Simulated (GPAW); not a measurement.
Crystal: Zr3MoC.

```
CELL_PARAMETERS angstrom
4.94251 0.00000 0.00000
0.00000 4.94251 0.00000
0.00000 0.00000 4.94251
ATOMIC_POSITIONS crystal
Zr 0.50000 0.00000 0.00000
Zr 0.00000 0.50000 0.00000
Zr 0.00000 0.00000 0.50000
Mo 0.00000 0.00000 0.00000
C 0.50000 0.50000 0.50000
```

The cell was built by a generator and needn't be a form met in nature.

```yaml
Program: GPAW 26.7.0
Task: relaxation of cell and atoms
Functional: PBEsol
Potentials_or_basis: PAW data sets generated in the run's folder for this functional
Cutoff: 800 eV
Basis: pw
k_mesh: 5 × 5 × 5
Occupations: fermi-dirac, width 0.05 eV
Spin: no spin polarisation
```

At the start: pressure -2.9 GPa; volume 24.15 Å³/atom.

Where does the relaxation end?

Over 3 steps the energy falls by 8.6 meV/atom and the volume is 23.21 Å³/atom (-3.9 %); space group Pm-3m (No. 221, to 0.05 Å).

Step by step:
| step | energy change (eV) | largest force (eV/Å) | pressure (GPa) | volume (Å³) |
| --- | --- | --- | --- | --- |
| 1 | 0.0000 | 0.0000 | -2.93 | 120.74 |
| 2 | -0.0080 | 0.0000 | -2.66 | 120.28 |
| 3 | -0.0428 | 0.0000 | 0.08 | 116.04 |

Final structure:
```cif
data_structure
_symmetry_space_group_name_H-M 'P 1'
_symmetry_Int_Tables_number 1
_cell_length_a 4.8775
_cell_length_b 4.8775
_cell_length_c 4.8775
_cell_angle_alpha 90.000
_cell_angle_beta 90.000
_cell_angle_gamma 90.000
_cell_volume 116.04
loop_
_atom_site_label
_atom_site_type_symbol
_atom_site_fract_x
_atom_site_fract_y
_atom_site_fract_z
_atom_site_occupancy
Zr1 Zr 0.50000 0.00000 0.00000 1
Zr2 Zr 0.00000 0.50000 0.00000 1
Zr3 Zr 0.00000 0.00000 0.50000 1
Mo1 Mo 0.00000 0.00000 0.00000 1
C1 C 0.50000 0.50000 0.50000 1
```

Caveat: later steps reuse the first step's grids.
